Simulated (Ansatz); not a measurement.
# C2H2ClGa (SMILES C#[C][GaH][Cl]) at CCSD/cc-pVDZ

What is the vertical ionisation energy of C2H2ClGa at CCSD/cc-pVDZ? 

The results are computed with Ansatz 0.2.0.

56 further runs of the same task are left out: 56 set aside as unsound or not needed. Runs told in other sessions of the task aren't counted.

## 1. The system as given

C2H2ClGa: 6 atoms, total charge 0, spin state singlet. SMILES: `C#[C][GaH][Cl]`. The shape is that of a PBE0-D4/def2-TZVP optimisation.

Bond lengths: C1–C2 1.208 Å, C2–Ga3 1.900 Å, Ga3–Cl4 2.140 Å, C1–H5 1.067 Å, Ga3–H6 1.547 Å. Angles: C1–C2–Ga3 179.1°, C2–Ga3–Cl4 115.4°, C2–C1–H5 179.8°, C2–Ga3–H6 126.7°, Cl4–Ga3–H6 117.8°.

## 2. A single-point energy at CCSD/cc-pVDZ

Input file molecule.yaml:

```yaml
crystal:
  periodic: [false, false, false]
  atoms:
    - {symbol: C, position_ang: [0.577800, 1.057900, -1.454500]}
    - {symbol: C, position_ang: [0.247000, 0.412500, -0.488700]}
    - {symbol: Ga, position_ang: [-0.252900, -0.587200, 1.048000]}
    - {symbol: Cl, position_ang: [-1.745400, -2.085600, 0.724100]}
    - {symbol: H, position_ang: [0.867100, 1.625700, -2.309900]}
    - {symbol: H, position_ang: [0.306500, -0.423300, 2.481100]}
basis:
  gaussian:
    orbitals: cc-pVDZ
accuracy: high
correlation:
  method: ccsd
  frozen_orbitals: {C: 1, Cl: 5, Ga: 9, H: 0}
scf:
  omitted_lower_state_checks: [cluster_reference, increment]
```

Run with:

```bash
$ ansatz run molecule.yaml --threads 1 --pin off --max-ram 2610MiB --events-out events.jsonl --progress --plain --runs-dir runs
```

Output, shortened:

```text
Warning: RAYON_NUM_THREADS=1 ignored (pool sized by the plan → 1); use --threads N
Functional definition: HF
  name "HF"
[...]
1779 factors; integrals over basis functions are off by at most 4.4e-9 eV
[...]
mean field -66929.78933884 eV, -2459.6243915618 hartree, gradient 1.5e-8 eV, S^2 0.000000; 0 other end points of the search recorded, 0 dependent functions left out
16 core orbitals not correlated: weight in the atoms' cores, before any rotation towards them, 1.000 or more for the frozen orbitals, at most 0.000 for the correlated occupied ones
reference -66929.78933884 eV, -2459.6243915618 hartree; 15, 15 occupied and 52, 52 virtual orbitals, 1779 factors
second order -12.50612320 eV of doubles, -0.00000000 eV of singles
cycle   1  -12.89817623 eV  change   -3.9e-1 eV  update   9.2e-2
[...]
cycle  21  -13.38116598 eV  change   2.6e-10 eV  update   1.8e-9
Total energy: -66943.17050482 eV, -2460.1161403414 hartree
Checks for a lower state left out: cluster_reference, increment
```

It took 4.8 s on 1 thread of AMD EPYC 9R45 (Zen 5), shared host; peak memory 0.4 GiB.

## 3. The doublet cation

Input file run.yaml:

```yaml
crystal:
  periodic: [false, false, false]
  atoms:
    - symbol: C
      position_ang: [0.577800, 1.057900, -1.454500]
    - symbol: C
      position_ang: [0.247000, 0.412500, -0.488700]
    - symbol: Ga
      position_ang: [-0.252900, -0.587200, 1.048000]
    - symbol: Cl
      position_ang: [-1.745400, -2.085600, 0.724100]
    - symbol: H
      position_ang: [0.867100, 1.625700, -2.309900]
    - symbol: H
      position_ang: [0.306500, -0.423300, 2.481100]
basis:
  gaussian: {orbitals: cc-pVDZ}
correlation: {method: ccsd, frozen_orbitals: {C: 1, Cl: 5, Ga: 9, H: 0}}
magnetization: {spin_polarized: true, initial_magnetization: 1}
total_charge: 1
accuracy: high
scf: {omitted_lower_state_checks: [cluster_reference, increment]}
```

Run with:

```bash
$ ansatz run run.yaml --threads 1 --pin off --max-ram 2610MiB --events-out events.jsonl --progress --plain --runs-dir runs
```

Output:

```text
Warning: RAYON_NUM_THREADS=1 ignored (pool sized by the plan → 1); use --threads N
[... 17 lines left out ...]
16 core orbitals not correlated: weight in the atoms' cores, before any rotation towards them, 1.000 or more for the frozen orbitals, at most 0.000 for the correlated occupied ones
[... 49 lines left out ...]
Total energy: -66932.47408886 eV, -2459.7230543052 hartree
Checks for a lower state left out: cluster_reference, increment
```

Run time: 32 s. Hardware: 1 thread of AMD EPYC 9R45 (Zen 5), shared host; peak memory 0.7 GiB.

## 4. What came out

Level: CCSD/cc-pVDZ, 16 core orbitals frozen.

```
                                                      quantity           value
                                singlet C2H2ClGa: total energy  -2460.11614 Eh
singlet C2H2ClGa: correlation energy (16 core orbitals frozen)      -491.7 mEh
                               singlet C2H2ClGa: T1 diagnostic           0.011
                                  doublet cation: total energy  -2459.72305 Eh
  doublet cation: correlation energy (16 core orbitals frozen)      -449.2 mEh
             doublet cation: ⟨S²⟩ of the reference determinant           0.756
                                 doublet cation: T1 diagnostic           0.022
            vertical ionisation energy (to the doublet cation)       10.696 eV
```

In words: Removing an electron at fixed nuclei costs 10.70 eV (1032 kJ/mol).
